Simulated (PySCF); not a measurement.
# H9OPSi3: the cost of one run

Programs: PySCF 2.14.0, with density-fitted response routines of our own. Each step states its level of theory. These are calculated values for one molecule in the gas phase, unless marked as measured. Atoms count from 0, in the outputs and in this text.

### 1 Starting geometry

14 atoms, charge 0, multiplicity 1; geometry from: GFN2-xTB. The atoms were then displaced at random by about 0.01 Å, so the start is not that level's minimum.

Bonds of the start (Å): O0–Si1 1.63, Si1–Si2 2.29, Si2–P3 2.28, P3–Si4 2.20, O0–H5 0.98, Si1–H6 1.48, Si1–H7 1.47, Si2–H8 1.44, Si2–H9 1.49, P3–H10 1.39, Si4–H11 1.47, Si4–H12 1.45, Si4–H13 1.44.

### 2 Geometry optimisation at PBE0-D3(BJ)/def2-SVP

The job: settings as JSON, then the geometry in Å.

```
{"job": {"xc": "PBE0", "basis": "def2-SVP", "d3": "d3bj", "grid": 1, "shake": 0.01, "kind": "geom"}, "charge": 0, "multiplicity": 1}
O     -3.375990    -0.673140    -0.093230
Si    -2.339700     0.561050     0.126680
Si    -0.410130    -0.481910    -0.542740
P      1.267450     1.058960    -0.632320
Si     3.080740    -0.172360    -0.514510
H     -4.332190    -0.552360     0.083060
H     -2.379350     0.996550     1.535410
H     -2.745360     1.742900    -0.652550
H     -0.393710    -1.040940    -1.872220
H      0.025210    -1.603600     0.340630
H      1.184200     1.374800     0.717970
H      3.004580    -1.212750     0.524090
H      4.154090     0.753530    -0.188180
H      3.253010    -0.765810    -1.814900
```

On the command line:

```console
OMP_NUM_THREADS=1 python probes_run.py task.json out
```

This one command runs all jobs of the session in turn.

**Question.** How long does this first job take on 1 thread of Arm Neoverse V1, shared host, and how much memory does it need?

About 97 s, with a peak of 0.5 GiB.
